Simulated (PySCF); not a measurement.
# A gas-phase reaction: F3HSi + F2 → F4Si + FH

Wanted: the reaction energy for `F[SiH](F)F` + `FF` → `F[Si](F)(F)F` + `F`.

Programs: PySCF 2.14.0. All values are calculated, for the isolated system unless a continuum is named. Atoms count from 0, parts from 1.

### 1 The system as given

Each species was relaxed by itself at PBE0-D3(BJ)/def2-SVPD.

### 2 Reaction energy: wB97M-D3(BJ)/def2-TZVPD

The job: settings as JSON, then the geometry in Å.

```
{"job": {"kind": "react", "xc": "wB97M-D3(BJ)", "basis": "def2-TZVPD"}, "charge": 0, "multiplicity": 1}
-1 F3HSi charge 0 multiplicity 1
F      1.019150    -1.143300    -0.395300
Si    -0.030340     0.025270    -0.053890
F     -1.235580    -0.625150     0.787410
F      0.711630     1.094630     0.889430
H     -0.527960     0.660230    -1.277700

-1 F2 charge 0 multiplicity 1
F      0.688840    -0.012110     0.008590
F     -0.688840     0.012110    -0.008590

+1 F4Si charge 0 multiplicity 1
F      1.024030    -1.109970    -0.470120
Si    -0.005920     0.002240     0.015990
F     -1.190160    -0.690280     0.823190
F      0.742970     1.043560     0.959090
F     -0.601470     0.763690    -1.248910

+1 FH charge 0 multiplicity 1
F      0.459730    -0.009490     0.015620
H     -0.459730     0.009490    -0.015620
```

With the program's defaults for keys left out, this is: wB97M-D3(BJ)/def2-TZVPD reaction energy of separated species, gas phase.

Launch:

```bash
$ OMP_NUM_THREADS=1 python cluster_run.py task.json out
```

The driver reads the jobs from task.json and runs them one after another.

Log:

```text
species 1 (F3HSi)
coarse grid: 24784 points
cycle   1  E = -589.9419373378  dE =  1.996e-01  |g| = 8.553e-01  |ddm| = 1.759e+00
cycle   2  E = -589.9333891216  dE =  8.548e-03  |g| = 9.983e-01  |ddm| = 9.299e-01
cycle   3  E = -590.0658268968  dE = -1.324e-01  |g| = 3.787e-02  |ddm| = 4.529e-01
cycle   4  E = -590.0661293861  dE = -3.025e-04  |g| = 1.057e-02  |ddm| = 5.410e-02
cycle   5  E = -590.0661594384  dE = -3.005e-05  |g| = 1.923e-03  |ddm| = 1.527e-02
cycle   6  E = -590.0661603568  dE = -9.184e-07  |g| = 3.976e-04  |ddm| = 2.814e-03
final grid: 52112 points
cycle   7  E = -590.0661615128  dE = -2.363e-07  |g| = 3.609e-04  |ddm| = 1.491e-03
cycle   8  E = -590.0661615170  dE = -4.241e-09  |g| = 3.683e-04  |ddm| = 3.992e-04
cycle   9  E = -590.0661615339  dE = -1.692e-08  |g| = 2.638e-05  |ddm| = 1.543e-04
cycle  10  E = -590.0661615342  dE = -2.859e-10  |g| = 9.635e-06  |ddm| = 4.460e-05
converged SCF energy = -590.0661615342

species 2 (F2)
coarse grid: 10600 points
cycle   1  E = -199.6113006286  dE =  1.196e-02  |g| = 3.458e-01  |ddm| = 1.052e+00
cycle   2  E = -199.6264072502  dE = -1.511e-02  |g| = 1.647e-01  |ddm| = 1.842e-01
cycle   3  E = -199.6293654074  dE = -2.958e-03  |g| = 2.217e-02  |ddm| = 5.435e-02
cycle   4  E = -199.6294269889  dE = -6.158e-05  |g| = 8.600e-03  |ddm| = 1.161e-02
cycle   5  E = -199.6294378390  dE = -1.085e-05  |g| = 7.501e-04  |ddm| = 4.105e-03
cycle   6  E = -199.6294379773  dE = -1.383e-07  |g| = 3.049e-05  |ddm| = 6.348e-04
final grid: 23208 points
cycle   7  E = -199.6294279606  dE = -2.188e-09  |g| = 2.060e-05  |ddm| = 1.251e-04
cycle   8  E = -199.6294279607  dE = -6.966e-11  |g| = 1.073e-05  |ddm| = 1.688e-05
converged SCF energy = -199.6294279607

species 3 (F4Si)
coarse grid: 27616 points
cycle   1  E = -689.3045626040  dE =  4.171e-01  |g| = 9.339e-01  |ddm| = 1.971e+00
cycle   2  E = -689.3097580283  dE = -5.195e-03  |g| = 1.026e+00  |ddm| = 1.109e+00
cycle   3  E = -689.4466125818  dE = -1.369e-01  |g| = 4.356e-02  |ddm| = 5.281e-01
cycle   4  E = -689.4469428015  dE = -3.302e-04  |g| = 1.045e-02  |ddm| = 4.638e-02
cycle   5  E = -689.4469724634  dE = -2.966e-05  |g| = 1.389e-03  |ddm| = 1.055e-02
cycle   6  E = -689.4469730428  dE = -5.794e-07  |g| = 3.539e-04  |ddm| = 1.610e-03
final grid: 58344 points
cycle   7  E = -689.4469014860  dE = -2.570e-07  |g| = 2.843e-04  |ddm| = 2.011e-03
cycle   8  E = -689.4469014907  dE = -4.688e-09  |g| = 2.607e-04  |ddm| = 3.845e-04
cycle   9  E = -689.4469014990  dE = -8.357e-09  |g| = 2.873e-05  |ddm| = 1.107e-04
cycle  10  E = -689.4469014992  dE = -2.365e-10  |g| = 7.567e-06  |ddm| = 3.666e-05
converged SCF energy = -689.4469014992

species 4 (FH)
coarse grid: 7776 points
cycle   1  E = -100.4688157451  dE = -9.408e-02  |g| = 4.644e-01  |ddm| = 6.197e-01
cycle   2  E = -100.4724969463  dE = -3.681e-03  |g| = 5.038e-01  |ddm| = 3.808e-01
cycle   3  E = -100.5053101229  dE = -3.281e-02  |g| = 2.574e-02  |ddm| = 1.678e-01
cycle   4  E = -100.5053861007  dE = -7.598e-05  |g| = 5.006e-03  |ddm| = 1.077e-02
cycle   5  E = -100.5053907419  dE = -4.641e-06  |g| = 4.334e-04  |ddm| = 3.766e-03
final grid: 16976 points
cycle   6  E = -100.5053936733  dE = -6.400e-08  |g| = 1.068e-04  |ddm| = 8.221e-04
cycle   7  E = -100.5053936767  dE = -3.443e-09  |g| = 8.221e-05  |ddm| = 2.183e-04
cycle   8  E = -100.5053936776  dE = -8.832e-10  |g| = 2.039e-05  |ddm| = 3.750e-05
converged SCF energy = -100.5053936776

Reaction energy = -161.156 kcal/mol
```

It took 23 s on 1 thread of Intel Xeon Platinum 8259CL at 2.50GHz, shared host; peak memory 0.63 GiB.

Species by species (with the dispersion term, which the log's SCF energies lack):

| ν | species | energy (Eh) | HOMO (eV) |
| --- | --- | --- | --- |
| -1 | F[SiH](F)F | -590.06927 | -13.84 |
| -1 | FF | -199.62975 | -14.36 |
| +1 | F[Si](F)(F)F | -689.45021 | -15.42 |
| +1 | F | -100.50563 | -14.54 |

### 3 Reaction energy: PBE0-D3(BJ)/def2-TZVPD

Same as in step 2 but for these lines:

```diff
@@ -1,2 +1,2 @@
-{"job": {"kind": "react", "xc": "wB97M-D3(BJ)", "basis": "def2-TZVPD"}, "charge": 0, "multiplicity": 1}
+{"job": {"kind": "react", "xc": "PBE0", "basis": "def2-TZVPD", "disp": "d3bj"}, "charge": 0, "multiplicity": 1}
 -1 F3HSi charge 0 multiplicity 1
```

Method: PBE0-D3(BJ)/def2-TZVPD reaction energy of separated species, gas phase.

Log:

```text
species 1 (F3HSi)
coarse grid: 5504 points
cycle   1  E = -589.4424252142  dE =  2.679e-01  |g| = 8.631e-01  |ddm| = 1.849e+00
cycle   2  E = -589.2858705075  dE =  1.566e-01  |g| = 1.369e+00  |ddm| = 1.093e+00
cycle   3  E = -589.5570029260  dE = -2.711e-01  |g| = 2.607e-02  |ddm| = 6.651e-01
cycle   4  E = -589.5570852922  dE = -8.237e-05  |g| = 1.027e-02  |ddm| = 3.229e-02
cycle   5  E = -589.5570994814  dE = -1.419e-05  |g| = 4.806e-04  |ddm| = 7.037e-03
cycle   6  E = -589.5570995406  dE = -5.913e-08  |g| = 3.451e-04  |ddm| = 1.005e-03
final grid: 52112 points
cycle   7  E = -589.5662935842  dE = -3.638e-05  |g| = 3.147e-03  |ddm| = 1.682e-02
cycle   8  E = -589.5662924104  dE =  1.174e-06  |g| = 4.228e-03  |ddm| = 3.262e-03
cycle   9  E = -589.5662948411  dE = -2.431e-06  |g| = 2.533e-04  |ddm| = 1.965e-03
cycle  10  E = -589.5662948496  dE = -8.476e-09  |g| = 5.428e-05  |ddm| = 1.426e-04
cycle  11  E = -589.5662948500  dE = -3.951e-10  |g| = 8.859e-06  |ddm| = 4.578e-05
converged SCF energy = -589.5662948500

species 2 (F2)
coarse grid: 2176 points
cycle   1  E = -199.3949422025  dE =  9.182e-02  |g| = 2.764e-01  |ddm| = 1.051e+00
cycle   2  E = -199.4014719372  dE = -6.530e-03  |g| = 1.374e-01  |ddm| = 1.363e-01
cycle   3  E = -199.4037872547  dE = -2.315e-03  |g| = 2.290e-02  |ddm| = 5.059e-02
cycle   4  E = -199.4038502680  dE = -6.301e-05  |g| = 8.080e-03  |ddm| = 1.132e-02
cycle   5  E = -199.4038584737  dE = -8.206e-06  |g| = 1.816e-04  |ddm| = 3.279e-03
final grid: 23208 points
cycle   6  E = -199.4096322111  dE = -7.821e-06  |g| = 1.272e-03  |ddm| = 8.096e-03
cycle   7  E = -199.4096322650  dE = -5.389e-08  |g| = 1.038e-03  |ddm| = 8.894e-04
cycle   8  E = -199.4096324024  dE = -1.374e-07  |g| = 7.501e-05  |ddm| = 4.287e-04
cycle   9  E = -199.4096324032  dE = -7.217e-10  |g| = 1.984e-05  |ddm| = 3.192e-05
converged SCF energy = -199.4096324032

species 3 (F4Si)
coarse grid: 5968 points
cycle   1  E = -688.6858037927  dE =  4.909e-01  |g| = 9.579e-01  |ddm| = 2.068e+00
cycle   2  E = -688.5384287252  dE =  1.474e-01  |g| = 1.426e+00  |ddm| = 1.310e+00
cycle   3  E = -688.8227022516  dE = -2.843e-01  |g| = 2.330e-02  |ddm| = 7.788e-01
cycle   4  E = -688.8227610436  dE = -5.879e-05  |g| = 8.612e-03  |ddm| = 2.758e-02
cycle   5  E = -688.8227701007  dE = -9.057e-06  |g| = 4.704e-04  |ddm| = 5.115e-03
final grid: 58344 points
cycle   6  E = -688.8360153724  dE = -4.535e-05  |g| = 2.612e-03  |ddm| = 2.065e-02
cycle   7  E = -688.8360147935  dE =  5.789e-07  |g| = 3.226e-03  |ddm| = 2.523e-03
cycle   8  E = -688.8360161731  dE = -1.380e-06  |g| = 2.583e-04  |ddm| = 1.630e-03
cycle   9  E = -688.8360161817  dE = -8.577e-09  |g| = 5.682e-05  |ddm| = 1.102e-04
cycle  10  E = -688.8360161820  dE = -2.916e-10  |g| = 3.171e-05  |ddm| = 3.676e-05
cycle  11  E = -688.8360161822  dE = -1.386e-10  |g| = 2.197e-06  |ddm| = 1.329e-05
converged SCF energy = -688.8360161822

species 4 (FH)
coarse grid: 1712 points
cycle   1  E = -100.3541342352  dE = -3.604e-02  |g| = 4.958e-01  |ddm| = 6.253e-01
cycle   2  E = -100.3146160778  dE =  3.952e-02  |g| = 7.430e-01  |ddm| = 5.125e-01
cycle   3  E = -100.3938581529  dE = -7.924e-02  |g| = 2.284e-02  |ddm| = 2.892e-01
cycle   4  E = -100.3939337101  dE = -7.556e-05  |g| = 4.205e-03  |ddm| = 9.787e-03
cycle   5  E = -100.3939356940  dE = -1.984e-06  |g| = 3.556e-04  |ddm| = 1.247e-03
final grid: 16976 points
cycle   6  E = -100.3948397816  dE = -1.859e-05  |g| = 4.002e-03  |ddm| = 7.536e-03
cycle   7  E = -100.3948378516  dE =  1.930e-06  |g| = 5.505e-03  |ddm| = 3.356e-03
cycle   8  E = -100.3948419503  dE = -4.099e-06  |g| = 9.892e-05  |ddm| = 2.015e-03
cycle   9  E = -100.3948419516  dE = -1.269e-09  |g| = 1.774e-05  |ddm| = 3.911e-05
cycle  10  E = -100.3948419516  dE = -4.752e-11  |g| = 3.061e-06  |ddm| = 1.024e-05
converged SCF energy = -100.3948419516

Reaction energy = -160.046 kcal/mol
```

It took 12 s on 1 thread of Intel Xeon Platinum 8259CL at 2.50GHz, shared host; peak memory 0.61 GiB.

Reaction energy at this level: -160.0 kcal/mol.

### 4 Side by side

Energies in kcal/mol, with wall time:

```csv
run,reaction,time
wB97M-D3(BJ)/def2-TZVPD,-161.2,23 s
PBE0-D3(BJ)/def2-TZVPD,-160.0,12 s
```

### 5 Summary of results

| quantity | value |
| --- | --- |
| reaction energy (wB97M-D3(BJ)/def2-TZVPD) | -161.2 kcal/mol |
| ΔH, ΔG at 298 K (xTB thermal terms) | -159.6, -158.2 kcal/mol |
| range of the reaction energy over the runs of this table | -161.2 to -160.0 kcal/mol |

The reaction is exothermic by 159.6 kcal/mol in the gas phase; dispersion gives -0.07, and xTB itself gave -108.0 for the electronic energy (xTB energies and thermal terms come from the earlier relaxation of each species, not shown). No barrier was sought. xTB and this level differ widely in the electronic energy, so what comes from xTB (the thermal terms above all) is less safe here. The reaction energy runs from -161.2 (wB97M-D3(BJ)/def2-TZVPD) to -160.0 kcal/mol (PBE0-D3(BJ)/def2-TZVPD).
